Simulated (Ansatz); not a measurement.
# SrFeTe2: the cost of one run

Program: Ansatz 0.2.0. Level of theory: DFT PBE, scalar-relativistic, plane waves, PAW. These are calculated values, not measurements.

## 1. The system as given

Symmetry: P-3m1, No. 164, trigonal system. Conventional cell: a = 4.264 Å, b = 4.264 Å, c = 5.699 Å, α = 90.00°, β = 90.00°, γ = 120.00°. Sr (site symmetry -3m) has 6 Te at 2.82 Å and 2 Fe at 2.85 Å as nearest neighbours. Fe (site symmetry -3m) is surrounded by 2 Sr at 2.85 Å and 6 Te at 2.87 Å. Around Te (site symmetry 3m) lie 3 Sr at 2.82 Å and 3 Fe at 2.87 Å.

As a file:

```cif
data_structure
_symmetry_space_group_name_H-M 'P 1'
_symmetry_Int_Tables_number 1
_cell_length_a 4.2636
_cell_length_b 4.2636
_cell_length_c 5.6995
_cell_angle_alpha 90.000
_cell_angle_beta 90.000
_cell_angle_gamma 120.000
_cell_volume 89.72
loop_
_atom_site_label
_atom_site_type_symbol
_atom_site_fract_x
_atom_site_fract_y
_atom_site_fract_z
_atom_site_occupancy
Sr1 Sr 0.00000 0.00000 0.50000 1
Fe1 Fe 0.00000 0.00000 0.00000 1
Te1 Te 0.33333 0.66667 0.26032 1
Te2 Te 0.66667 0.33333 0.73968 1
```

The cell is invented: species swapped into a database cell of CoNiTe2 (P-3m1, No. 164), with Sr on the Co sites and Fe on the Ni sites. Lengths come from tabulated atomic sizes and are only a guess.

## 2. The guess as it stands, on a coarse mesh

File input.yaml:

```yaml
crystal:
  lattice:
    - [4.26356291, 0.0, 0.0]
    - [-2.13178146, 3.69235379, 0.0]
    - [0.0, 0.0, 5.69947269]
  atoms:
    - { symbol: Sr, position: [0.0, 0.0, 0.5] }
    - { symbol: Fe, position: [0.0, 0.0, 0.0], spin: 4.0 }
    - { symbol: Te, position: [0.33333333, 0.66666667, 0.260322] }
    - { symbol: Te, position: [0.66666667, 0.33333333, 0.739678] }
basis:
  ecutwfc: 420
kpoints:
  mp_grid: { grid: [6, 6, 4] }
hamiltonian:
  xc: pbe
scf:
  occupations: { method: gaussian, width: 0.1 }
  lower_state_search: "off"
output:
  forces: true
  stress: true
  eigenvalues: true
  populations: true
magnetization:
  spin_polarized: true
```

The run is started by

```bash
$ ansatz run input.yaml --threads 1 --pin off --max-ram 2560MiB --backend cpu --events-out ev --progress --plain --runs-dir out
```

What time and memory should one allow on 1 thread of Arm Neoverse V2, shared host?

About 14 s, with a peak of 0.43 GiB.
